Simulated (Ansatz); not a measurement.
**CH8GeInN: taking an electron away**

How much energy removes an electron from CH8GeInN at fixed geometry? The cation is run at each level and the neutral's energy taken from earlier runs.

The runs use Ansatz 0.2.0, Gaussian basis; unrestricted cation, the program's frozen cores in correlated methods.

Levels to be run: UKS PBE-D4/def2-TZVPP; UKS r2SCAN-D4/def2-TZVPP; UKS PBE0-D4/def2-TZVPP; UKS B3LYP-D4/def2-TZVPP; UKS wB97X-V/def2-TZVPP; UKS wB97M-V/def2-TZVPP; UKS B2PLYP/def2-TZVPP; UHF-CCSD(T)/def2-TZVPP; UHF-MP2/def2-QZVPP; extrapolation to the limit; then −ε(HOMO) from the neutral's earlier runs with LDA (SPW92), PBE-D4, revPBE-D4, BLYP-D4, r2SCAN-D4, B97M-V, PBE0-D4, B3LYP-D4, r2SCANh-D4, r2SCAN0-D4, HSE06-D4, BHLYP-D4, CAM-B3LYP-D4, LC-ωPBE, ωB97X-V, ωB97M-V.

### Step 1. The relaxed structure

All runs share one geometry, relaxed beforehand with PBE0-D4 in a triple-zeta def2 set. In takes the def2 core potential; no spin-orbit term is included.

SMILES `C[N]([GeH3])[InH2]`, 12 atoms, charge 0, spin multiplicity 1.

Atoms are counted from 1 here; the program's logs count them from 0.

Bond lengths: C1–N2 1.453 Å, C1–H5 1.099 Å, C1–H6 1.095 Å, C1–H7 1.099 Å, N2–Ge3 1.835 Å, N2–In4 2.030 Å, Ge3–H8 1.537 Å, Ge3–H9 1.546 Å, Ge3–H10 1.546 Å, In4–H11 1.715 Å, In4–H12 1.709 Å. Angles: N2–C1–H5 112.2°, N2–C1–H6 111.2°, N2–C1–H7 112.2°, H5–C1–H6 106.9°, H5–C1–H7 107.0°, H6–C1–H7 106.9°, C1–N2–Ge3 114.8°, C1–N2–In4 121.3°, Ge3–N2–In4 123.8°, N2–Ge3–H8 107.7°, N2–Ge3–H9 110.3°, N2–Ge3–H10 110.3°, H8–Ge3–H9 110.4°, H8–Ge3–H10 110.4°, H9–Ge3–H10 107.8°, N2–In4–H11 112.2°, N2–In4–H12 115.8°, H11–In4–H12 132.0°.

### Step 2. Cation, UKS PBE-D4/def2-TZVPP

in.yaml reads:

```yaml
crystal:
  periodic: [false, false, false]
  atoms:
    - {symbol: C, position_ang: [0.033368, 1.394034, -0.561188]}
    - {symbol: N, position_ang: [-0.079245, 0.014929, -0.118204]}
    - {symbol: Ge, position_ang: [0.873747, -0.388061, 1.396935]}
    - {symbol: In, position_ang: [-1.216116, -1.328441, -1.129067]}
    - {symbol: H, position_ang: [1.070548, 1.671746, -0.796711]}
    - {symbol: H, position_ang: [-0.556587, 1.569047, -1.466437]}
    - {symbol: H, position_ang: [-0.325523, 2.104690, 0.196806]}
    - {symbol: H, position_ang: [0.641206, -1.873874, 1.714875]}
    - {symbol: H, position_ang: [0.403921, 0.494853, 2.575940]}
    - {symbol: H, position_ang: [2.378652, -0.115005, 1.171341]}
    - {symbol: H, position_ang: [-1.976398, -0.632819, -2.499637]}
    - {symbol: H, position_ang: [-1.247562, -2.911099, -0.484661]}
basis:
  gaussian: {orbitals: def2-TZVPP}
total_charge: 1
magnetization: {spin_polarized: true, initial_magnetization: 1}
hamiltonian: {xc: pbe, dispersion: d4}
```

The run is started by

```bash
> ansatz run in.yaml --threads 2 --pin off --events-out ev --progress --plain --max-ram 32768MiB --backend cuda --devices 0, --max-vram 18GiB
```

After this run come: Cation, UKS r2SCAN-D4/def2-TZVPP; Cation, UKS PBE0-D4/def2-TZVPP; Cation, UKS B3LYP-D4/def2-TZVPP; Cation, UKS wB97X-V/def2-TZVPP; Cation, UKS wB97M-V/def2-TZVPP; Cation, UKS B2PLYP (frozen core)/def2-TZVPP; Cation, UHF-CCSD(T)/def2-TZVPP; Cation, UHF-MP2/def2-QZVPP.

Before running them: what should the planned runs give, taken together? Wanted: ionisation energy, CCSD(T)/CBS; nearest functional by difference; nearest −ε(HOMO); −ε(HOMO) of PBE; T1 of the cation.

The runs gave:

| quantity | value |
| --- | --- |
| ionisation energy, CCSD(T)/CBS | 8.43 eV |
| nearest functional by difference | B2PLYP (-0.17 eV) |
| nearest −ε(HOMO) | ωB97M-V (+0.30 eV) |
| −ε(HOMO) of PBE | 5.33 eV |
| T1 of the cation | 0.017 |

In words: By cation minus neutral, the functionals miss by 0.35 eV at most. −ε(HOMO) of PBE misses by 3.1 eV, since self-interaction lifts the level. Among orbital estimates ωB97M-V comes nearest. Hartree-Fock falls 1.57 eV short, as the neutral has more correlation energy than the cation. Correlated methods include outer-core shells of Ge, In, which these sets cover unevenly. With outer-core shells in play the reference is unsure by up to some tenths of an eV, so close misses can't be ranked.
